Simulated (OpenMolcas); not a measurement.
# Re²⁺ among point charges: CASSCF and CASPT2 levels and susceptibility, part 2 of 2

Aim: the splitting of the states of Re²⁺ in the field of 6 point charges, its lowest levels with spin-orbit coupling and its magnetic susceptibility.

OpenMolcas 26.06; ANO-RCC-VDZP, DKH2, active space 5 electrons in 5 orbitals (5d), orbitals: per spin and parity. Surroundings: 6 point charges of -1.7 e arranged as an octahedron (Oh), 2.25 Å from the ion.

## (7) CASPT2: IPEA 0.25, imaginary shift 0.1 (closed shells correlated: 5s 5p)

File a.inp:

```
>>> COPY JOB001 $Project.JobIph
&CASPT2
Multistate=1 1
Frozen=14 16
IPEA=0.25
Imaginary=0.1
MaxIter=60
WThr=0.0 0.3 0.05
PrWF=0.5
NoMix
>>> COPY JOB002 $Project.JobIph
&CASPT2
Multistate=24 1 2 3 4 5 6 7 8 9 10 11 12 13 14 15 16 17 18 19 20 21 22
23 24
NoMult
Frozen=14 16
IPEA=0.25
Imaginary=0.1
MaxIter=60
WThr=0.0 0.3 0.05
PrWF=0.5
NoMix
>>> COPY JOB003 $Project.JobIph
&CASPT2
Multistate=75 1 2 3 4 5 6 7 8 9 10 11 12 13 14 15 16 17 18 19 20 21 22
23 24 25 26 27 28 29 30 31 32 33 34 35 36 37 38 39 40 41 42 43 44 45 46
47 48 49 50 51 52 53 54 55 56 57 58 59 60 61 62 63 64 65 66 67 68 69 70
71 72 73 74 75
NoMult
Frozen=14 16
IPEA=0.25
Imaginary=0.1
MaxIter=60
WThr=0.0 0.3 0.05
PrWF=0.5
NoMix
```

The program printed:

```text
Orbital specifications:
      -----------------------

      Symmetry species                           1   2
                                                ag  au
      Frozen orbitals                           14  16
      Inactive orbitals                          1   3
      Active orbitals                            5   0
      Secondary orbitals                        16  13
      Deleted orbitals                           0   0
      Number of basis functions                 36  32
Type of calculation                        SS-CASPT2
      Fock operator                              state-specific
      IPEA shift                                 0.25
      Real shift                                 0.00
      Imaginary shift                            0.10
      The input orbitals will be transformed to quasi-canonical
Reference energy:      -16680.6075904421
      E2 (Non-variational):      -0.2122974599
      Shift correction:          -0.0000974862
      E2 (Variational):          -0.2123949461
      Total energy:          -16680.8199853883
      Residual norm:              0.0000001700
      Reference weight:           0.96133
      Contributions to the CASPT2 correlation energy
      Active & Virtual Only:         -0.0343802702
      One Inactive Excited:          -0.1028865526
      Two Inactive Excited:          -0.0750306372
::    CASPT2 Root  1     Total energy: -16680.81998539
Orbital specifications:
      -----------------------

      Symmetry species                           1   2
                                                ag  au
      Frozen orbitals                           14  16
      Inactive orbitals                          1   3
      Active orbitals                            5   0
      Secondary orbitals                        16  13
      Deleted orbitals                           0   0
      Number of basis functions                 36  32
Type of calculation                        SS-CASPT2
      Fock operator                              state-specific
      IPEA shift                                 0.25
      Real shift                                 0.00
      Imaginary shift                            0.10
      The input orbitals will be transformed to quasi-canonical
Reference energy:      -16680.5469367786
      E2 (Non-variational):      -0.2215272764
      Shift correction:          -0.0002655068
      E2 (Variational):          -0.2217927832
      Total energy:          -16680.7687295618
      Residual norm:              0.0000005346
      Reference weight:           0.95526
      Contributions to the CASPT2 correlation energy
      Active & Virtual Only:         -0.0428329610
      One Inactive Excited:          -0.1001831347
      Two Inactive Excited:          -0.0785111808
Reference energy:      -16680.5469367786
      E2 (Non-variational):      -0.2214375429
      Shift correction:          -0.0002547925
      E2 (Variational):          -0.2216923354
      Total energy:          -16680.7686291140
      Residual norm:              0.0000005265
      Reference weight:           0.95538
      Contributions to the CASPT2 correlation energy
      Active & Virtual Only:         -0.0427776763
      One Inactive Excited:          -0.1001688859
      Two Inactive Excited:          -0.0784909807
::    CASPT2 Root  1     Total energy: -16680.76872956
::    CASPT2 Root  2     Total energy: -16680.76862911
::    CASPT2 Root  3     Total energy: -16680.76854193
::    CASPT2 Root  4     Total energy: -16680.74919574
::    CASPT2 Root  5     Total energy: -16680.74980918
::    CASPT2 Root  6     Total energy: -16680.74980697
::    CASPT2 Root  7     Total energy: -16680.72717618
::    CASPT2 Root  8     Total energy: -16680.72747098
::    CASPT2 Root  9     Total energy: -16680.72544891
::    CASPT2 Root 10     Total energy: -16680.72270394
::    CASPT2 Root 11     Total energy: -16680.72316605
::    CASPT2 Root 12     Total energy: -16680.72313853
::    CASPT2 Root 13     Total energy: -16680.71229359
::    CASPT2 Root 14     Total energy: -16680.71236897
::    CASPT2 Root 15     Total energy: -16680.68925281
::    CASPT2 Root 16     Total energy: -16680.68921269
::    CASPT2 Root 17     Total energy: -16680.68916887
::    CASPT2 Root 18     Total energy: -16680.66370960
::    CASPT2 Root 19     Total energy: -16680.65382031
::    CASPT2 Root 20     Total energy: -16680.65388155
::    CASPT2 Root 21     Total energy: -16680.65343358
::    CASPT2 Root 22     Total energy: -16680.63157329
::    CASPT2 Root 23     Total energy: -16680.63155725
::    CASPT2 Root 24     Total energy: -16680.63119602
Orbital specifications:
      -----------------------

      Symmetry species                           1   2
                                                ag  au
      Frozen orbitals                           14  16
      Inactive orbitals                          1   3
      Active orbitals                            5   0
      Secondary orbitals                        16  13
      Deleted orbitals                           0   0
      Number of basis functions                 36  32
Type of calculation                        SS-CASPT2
      Fock operator                              state-specific
      IPEA shift                                 0.25
      Real shift                                 0.00
      Imaginary shift                            0.10
      The input orbitals will be transformed to quasi-canonical
Reference energy:      -16680.5353088825
      E2 (Non-variational):      -0.2240993113
      Shift correction:          -0.0001388588
      E2 (Variational):          -0.2242381701
      Total energy:          -16680.7595470525
      Residual norm:              0.0000005413
      Reference weight:           0.95632
      Contributions to the CASPT2 correlation energy
      Active & Virtual Only:         -0.0455760785
      One Inactive Excited:          -0.0990022683
      Two Inactive Excited:          -0.0795209645
Reference energy:      -16680.5353088824
      E2 (Non-variational):      -0.2240939967
      Shift correction:          -0.0001408077
      E2 (Variational):          -0.2242348044
      Total energy:          -16680.7595436869
      Residual norm:              0.0000006684
      Reference weight:           0.95630
      Contributions to the CASPT2 correlation energy
      Active & Virtual Only:         -0.0455758957
      One Inactive Excited:          -0.0990008375
      Two Inactive Excited:          -0.0795172636
::    CASPT2 Root  1     Total energy: -16680.75954705
::    CASPT2 Root  2     Total energy: -16680.75954369
::    CASPT2 Root  3     Total energy: -16680.75976649
::    CASPT2 Root  4     Total energy: -16680.72580072
::    CASPT2 Root  5     Total energy: -16680.72019061
::    CASPT2 Root  6     Total energy: -16680.71992358
::    CASPT2 Root  7     Total energy: -16680.72022072
::    CASPT2 Root  8     Total energy: -16680.71735949
::    CASPT2 Root  9     Total energy: -16680.71741360
::    CASPT2 Root 10     Total energy: -16680.71689014
::    CASPT2 Root 11     Total energy: -16680.71251696
::    CASPT2 Root 12     Total energy: -16680.71246345
::    CASPT2 Root 13     Total energy: -16680.69691222
::    CASPT2 Root 14     Total energy: -16680.69700018
::    CASPT2 Root 15     Total energy: -16680.69698053
::    CASPT2 Root 16     Total energy: -16680.68388565
::    CASPT2 Root 17     Total energy: -16680.68657793
::    CASPT2 Root 18     Total energy: -16680.68676388
::    CASPT2 Root 19     Total energy: -16680.68306243
::    CASPT2 Root 20     Total energy: -16680.68290496
::    CASPT2 Root 21     Total energy: -16680.68313525
::    CASPT2 Root 22     Total energy: -16680.68029608
::    CASPT2 Root 23     Total energy: -16680.68038352
::    CASPT2 Root 24     Total energy: -16680.68038551
::    CASPT2 Root 25     Total energy: -16680.67288762
::    CASPT2 Root 26     Total energy: -16680.66236111
::    CASPT2 Root 27     Total energy: -16680.66220330
::    CASPT2 Root 28     Total energy: -16680.65927451
::    CASPT2 Root 29     Total energy: -16680.65909313
::    CASPT2 Root 30     Total energy: -16680.65945524
```

This run: 9.7 s of run time, 1 thread of Arm Neoverse V2, shared host.

SS-CASPT2: lowest energy less the reference's lowest, -0.2124 hartree; reference weights 0.940 to 0.961.

Spin-free states, with their symmetry labels:

| state | degeneracy | E (cm-1) | free-ion L (%) |
| --- | --- | --- | --- |
| 6A1 | 1 | 0 | S (100) |
| 4T1 | 3 | 11270 | G (60) |
| 2T2 | 3 | 13249 | I (34) |
| 4T2 | 3 | 15447 | G (62) |
| 4E | 2 | 20337 | G (99) |
| 2A2 | 1 | 20671 | I (58) |
| 4A1 | 1 | 20748 | G (100) |
| 4T2 | 3 | 21285 | D (65) |
| 2T1 | 3 | 21920 | I (62) |
| 2T2 | 3 | 22554 | I (54) |
| 2E | 2 | 23592 | I (42) |
| 4E | 2 | 23627 | D (99) |
| 2T1 | 3 | 27000 | F (43) |
| 4T1 | 3 | 28702 | P (48) |
| 2E | 2 | 29259 | I (47) |
| 2A1 | 1 | 29870 | I (94) |
| 2T2 | 3 | 30057 | I (56) |
| 2T2 | 3 | 30645 | D (48) |
| 2A1 | 1 | 32284 | G (88) |
| 4A2 | 1 | 34299 | F (100) |
| 2E | 2 | 34612 | G (77) |
| 2T2 | 3 | 35099 | F (61) |
| 2T1 | 3 | 35272 | H (71) |
| 2A2 | 1 | 36239 | F (74) |

With spin-orbit coupling:

```
E (cm-1)  Degeneracy  Label  2S+1               g
       0           2     Γ7     6  3.15 3.15 3.15
     260           4     Γ8     6                
    7240           2     Γ7     2  2.41 2.41 2.41
   11500           4     Γ8     4                
   12010           4     Γ8     4                
   13330           2     Γ6     4  2.44 2.44 2.44
   14600           4     Γ8     4                
   14810           2     Γ7     4  1.75 1.75 1.75
   16820           2     Γ6     4  3.37 3.37 3.37
   17080           4     Γ8     4                
   17650           4     Γ8     2                
   17800           2     Γ7     4  2.49 2.49 2.49
   19640           4     Γ8     4                
   19650           2     Γ7     4  1.06 1.06 1.06
   20230           2     Γ6     4  1.01 1.01 1.01
   20870           4     Γ8     4                
   21740           4     Γ8     4                
   22220           2     Γ7     4  1.73 1.73 1.73
   22360           2     Γ6     4  2.99 2.99 2.99
   23270           4     Γ8     4                
   23850           4     Γ8     4                
   24550           2     Γ7     4  1.32 1.32 1.32
   25230           4     Γ8     4                
   25350           2     Γ6     4  0.16 0.16 0.16
```

Powder χT (cm³ K/mol): 0.96 at 2 K, 1.01 at 5 K, 1.09 at 10 K, 1.25 at 20 K, 1.73 at 50 K, 2.49 at 100 K, 3.04 at 150 K, 3.37 at 200 K, 3.57 at 250 K, 3.69 at 300 K.

A ligand-field fit to the states below 45000 cm-1 gives 10Dq = 10947 cm-1, B = 607 cm-1 and C = 2807 cm-1 (C/B = 4.62), with a deviation of 604 cm-1.

## (8) The methods side by side

A. CASSCF
B. SS-CASPT2, IPEA 0.25, imaginary shift 0.1 (closed shells correlated: 5s 5p)

| method | ground state | first gap with spin-orbit (cm-1) | χT at 300 K |
| --- | --- | --- | --- |
| A | 6A1 | 152.5 | 4.00 |
| B | 6A1 | 262.8 | 3.69 |

## (9) Outcome

The summary covers parts 1 to 2.

| quantity | value |
| --- | --- |
| method | SS-CASPT2, IPEA 0.25, imaginary shift 0.1 (closed shells correlated: 5s 5p) |
| spin-free ground state | 6A1, 1-fold in its orbital part |
| lowest level | 2-fold Γ7, g = 3.15, 3.15, 3.15 |
| next level | 262.8 cm⁻¹ |
| χT at 300 K | 3.69 cm³ K/mol |
| effective moment at 300 K | 5.43 μB |

Cost by method:

| method | time of its own steps | time with the reference |
| --- | --- | --- |
| A. CASSCF | 23 s | 23 s |
| B. SS-CASPT2, IPEA 0.25, imaginary shift 0.1, +5s 5p | 9.7 s | 33 s |

Times are of one thread on a shared host.

The spin-free ground state (6A1) comes to 100 % from free-ion S terms and keeps the highest spin of the shell. χT at 300 K is 3.69, against 4.39 cm³ K/mol for the spin alone, so spin-orbit coupling lowers it. An active space of the d shell alone favours high spin; real ions in strong fields can be low spin. A ligand-field fit to the states below 45000 cm-1 gives 10Dq = 10947 cm-1, B = 607 cm-1 and C = 2807 cm-1 (C/B = 4.62), with a deviation of 604 cm-1. CASPT2 does not keep the components of a term degenerate, and the means are used. The field of point charges can differ much from that of real complexes. With metal d orbitals alone active, the gaps between spin states are rough; where two lie within a few thousand cm-1, their order is open. Point charges carry no covalency, so the field is a model and not that of real ligands.
